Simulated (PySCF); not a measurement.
# [NbOF5]2-: geometry, NMR shifts

Aim: predict the NMR shifts of [NbOF5]2- (`[O]=[Nb-2]([F])([F])([F])([F])[F]`).

Programs: PySCF 2.14.0, with density-fitted response routines of our own. Each step states its level of theory. These are calculated values for one molecule in the gas phase, unless marked as measured. Atoms count from 0, in the outputs and in this text.

## 1. The molecule as given

7 atoms, charge -2, multiplicity 1; geometry from: GFN2-xTB.

Bonds of the start (Å): Nb0–O1 1.70, Nb0–F2 2.16, Nb0–F3 1.99, Nb0–F4 1.99, Nb0–F5 1.99, Nb0–F6 1.99.

## 2. Optimising the geometry at PBE0-D3(BJ)/def2-SVP

The job: settings as JSON, then the geometry in Å.

```
{"job": {"xc": "PBE0", "basis": "def2-SVP", "d3": "d3bj", "grid": 1, "maxiter": 40, "kind": "geom"}, "charge": -2, "multiplicity": 1}
Nb    -0.001220    -0.000720     0.205770
O     -0.016980    -0.008930     1.904350
F      0.018020     0.009720    -1.958700
F      1.974330     0.005130    -0.019890
F     -1.971710    -0.005500    -0.055950
F     -0.006330     1.973840    -0.028360
F      0.003900    -1.973540    -0.047230
```

**Question.** This job is followed by: GIAO PBE0/pcSseg-1 Nb:def2-TZVP NMR shielding, non-relativistic, gas phase; GIAO KT2/pcSseg-1 Nb:def2-TZVP NMR shielding, non-relativistic, gas phase. Predict these results of the whole session: point group; rotational constants (main isotopes); ¹⁷O shifts against H2O (PBE0/def2-TZVP+pcSseg-1); ¹⁹F shifts against CFCl3 (PBE0/def2-TZVP+pcSseg-1, means over atoms taken as alike); range of the shift of O1.

As calculated:

| quantity | value |
| --- | --- |
| point group | C4v |
| rotational constants (main isotopes) | 1.84, 1.84, 1.73 GHz |
| ¹⁷O shifts against H2O (PBE0/def2-TZVP+pcSseg-1) | 822.4 ppm |
| ¹⁹F shifts against CFCl3 (PBE0/def2-TZVP+pcSseg-1, means over atoms taken as alike) | 34.9, -57.1 ppm |
| range of the shift of O1 | 759.2 to 822.4 ppm |

**Reading.** Relaxing lowered the energy by 0.168 eV in 7 steps; the close pair that moved most is Nb0–F2, from 2.165 to 2.057 Å. No frequency check was run at this level, so the end point may be a saddle. At PBE0/def2-TZVP+pcSseg-1: The largest span, 1103 ppm, is at O1, where the paramagnetic term is -894 ppm. Across the 2 runs the shift of O1 moves most, between 759.2 (KT2/def2-TZVP+pcSseg-1) and 822.4 ppm (PBE0/def2-TZVP+pcSseg-1). Spin-orbit coupling is left out, which matters for shieldings and couplings at and beside the heavy atoms. At PBE0/def2-TZVP+pcSseg-1 the HOMO lies above zero (+1.10 eV), as often for anions in the gas phase: self-interaction error lifts it, or the electron is held by the finite basis alone; counter-ions and solvent are missing.
